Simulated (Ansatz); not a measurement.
**GeCF+ (quintet): from Hartree-Fock to the top rungs, cc-pVDZ**

One table from this session's results is given with a row withheld; the runs are named, their logs left out.

The runs use Ansatz 0.2.0, Gaussian basis; cc-pVDZ, core rule «outside noble gas», up to 16 orbitals frozen.

To be run: UHF; CCSD(T) on ROHF; CCSD(T) on UHF; BCCD(T) on ROHF; CISD; CCSDT(Q) on ROHF; CCSDT(Q) on UHF.

33 further runs of the same task are left out: 10 for a known fault of the program, 8 that didn't finish, 15 set aside as unsound or not needed.

**The system**

The geometry is a PBE0/def2-TZVP stationary point (not a proven minimum) of the parent state, kept for this charge and spin. No spin-orbit coupling is included. The filled d shell of Ge may be among the frozen orbitals whatever the setting's name suggests; the logs give the count.

3 atoms, charge 1, spin multiplicity 5.

Atoms are counted from 1 here; the program's logs count them from 0.

Bond lengths: C1–Ge2 1.970 Å, Ge2–F3 1.753 Å. Angles: C1–Ge2–F3 100.8°.

Set-up of the first run:

Input file in.yaml:

```yaml
crystal:
  periodic: [false, false, false]
  atoms:
    - {symbol: C, position_ang: [0.000000, -1.003813, 1.529108]}
    - {symbol: Ge, position_ang: [0.000000, 0.345191, 0.093628]}
    - {symbol: F, position_ang: [0.000000, -0.685225, -1.324681]}
basis:
  gaussian: {orbitals: cc-pVDZ}
total_charge: 1
magnetization: {spin_polarized: true, initial_magnetization: 4}
hamiltonian: {xc: hf}
output: {orbitals: {seedname: orbitals}}
```

On the command line:

```bash
> ansatz run in.yaml --threads 1 --pin off --events-out ev --progress --plain --max-ram 2393MiB
```

Steps of the session up to this table: UHF; CCSD(T) on ROHF; CCSD(T) on UHF; BCCD(T) on ROHF; CISD; CCSDT(Q) on ROHF; CCSDT(Q) on UHF.

One of the session's tables, all rows but one given; the rest of the session is left out.

It belongs to the step «Misses and costs». 

| method | from UCCSDT(Q) (meV) |
| --- | --- |
| ROHF | +9078.3 |
| UHF | +8934.9 |
| RMP2 | +911.8 |
| UMP2 | +927.7 |
| RCCSD | +352.1 |
| UCCSD | +339.6 |
| RCCSD(T) | +89.4 |
| UCCSD(T) | ? |
| BCCD(T) | +82.3 |
| RCCSDT | +40.9 |
| UCCSDT | +32.3 |
| RCCSDT(Q) | +18.9 |
| UCCSDT(Q) | 0 |

**Question.** Estimate the row for UCCSD(T).

As computed: from UCCSDT(Q) (meV): +82.2. In the column «from UCCSDT(Q) (meV)» it lies between RCCSDT (+40.9) and BCCD(T) (+82.3).

Not comparable, so not listed: CISD (they don't share determinant, frozen orbitals or solution with the rows shown, or repeat one).

To keep in mind: Restricted and unrestricted rows rest on different reference determinants; where their highest levels disagree by more than a few hundredths of an eV, they describe different states and don't form one ladder.
